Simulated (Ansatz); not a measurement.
**CH5NSSi: basis-set convergence**

An exercise on one series of results from a longer session: the logs are not shown, and one member is left open.

Program: Ansatz 0.2.0, Gaussian basis. Level of theory: one geometry, several basis sets. These are calculated values, not measurements.

Levels to be run: PBE0-D4/def2-SVP; ωB97M-V/def2-SVP; PBE0-D4/def2-QZVPP; ωB97M-V/def2-QZVPP; the functionals' def2-TZVPP values are taken from earlier runs.

## The geometry

The geometry comes from an earlier relaxation with PBE0-D4 in a triple-zeta def2 set; it is a stationary point, not always the lowest conformer.

SMILES `C1N[SiH2]S1`, 9 atoms, charge 0, spin multiplicity 1.

Atoms are counted from 1 here; the program's logs count them from 0.

Bond lengths: C1–N2 1.451 Å, C1–S4 1.851 Å, C1–H5 1.094 Å, C1–H6 1.094 Å, N2–Si3 1.715 Å, N2–H7 1.005 Å, Si3–S4 2.135 Å, Si3–H8 1.491 Å, Si3–H9 1.487 Å. Angles: N2–C1–S4 100.7°, N2–C1–H5 113.9°, N2–C1–H6 113.6°, S4–C1–H5 109.3°, S4–C1–H6 109.3°, H5–C1–H6 109.5°, C1–N2–Si3 101.0°, C1–N2–H7 119.1°, Si3–N2–H7 133.3°, N2–Si3–S4 82.4°, N2–Si3–H8 117.1°, N2–Si3–H9 116.7°, S4–Si3–H8 116.5°, S4–Si3–H9 116.6°, H8–Si3–H9 106.6°, C1–S4–Si3 75.5°.

The first run:

File in.yaml:

```yaml
crystal:
  periodic: [false, false, false]
  atoms:
    - {symbol: C, position_ang: [-0.400370, 0.968075, -0.591777]}
    - {symbol: N, position_ang: [0.786814, 0.225503, -0.210672]}
    - {symbol: Si, position_ang: [0.101191, -1.014781, 0.755945]}
    - {symbol: S, position_ang: [-1.686068, 0.103248, 0.420672]}
    - {symbol: H, position_ang: [-0.656320, 0.882165, -1.651923]}
    - {symbol: H, position_ang: [-0.366042, 2.023898, -0.308251]}
    - {symbol: H, position_ang: [1.600793, 0.270670, -0.798518]}
    - {symbol: H, position_ang: [0.131715, -2.400102, 0.204969]}
    - {symbol: H, position_ang: [0.576686, -1.104975, 2.162455]}
basis:
  gaussian: {orbitals: def2-SVP}
hamiltonian: {xc: pbe0, dispersion: d4}
output: {orbitals: {seedname: orbitals}}
```

On the command line:

```
ansatz run in.yaml --threads 2 --pin off --events-out ev --progress --plain --max-ram 4352MiB
```

Steps of the session up to this table: PBE0-D4 in def2-SVP; ωB97M-V in def2-SVP; PBE0-D4 in def2-QZVPP; ωB97M-V in def2-QZVPP.

One of the session's tables, all rows but one given; the rest of the session is left out.

It belongs to the step «Density functionals: the series». 

```
functional       basis  HOMO (eV)  LUMO (eV)
   PBE0-D4    def2-SVP      -6.70      -0.01
   PBE0-D4  def2-TZVPP      -6.80      -0.38
   PBE0-D4  def2-QZVPP      -6.83      -0.51
   ωB97M-V    def2-SVP          ?          ?
   ωB97M-V  def2-TZVPP      -8.99       1.33
   ωB97M-V  def2-QZVPP      -9.03       0.99
```

Q: Estimate the row for ωB97M-V, def2-SVP from the others.

The run gave: HOMO (eV): -8.87; LUMO (eV): 1.93. In the column «HOMO (eV)» it lies between ωB97M-V, def2-TZVPP (-8.99) and PBE0-D4, def2-QZVPP (-6.83).
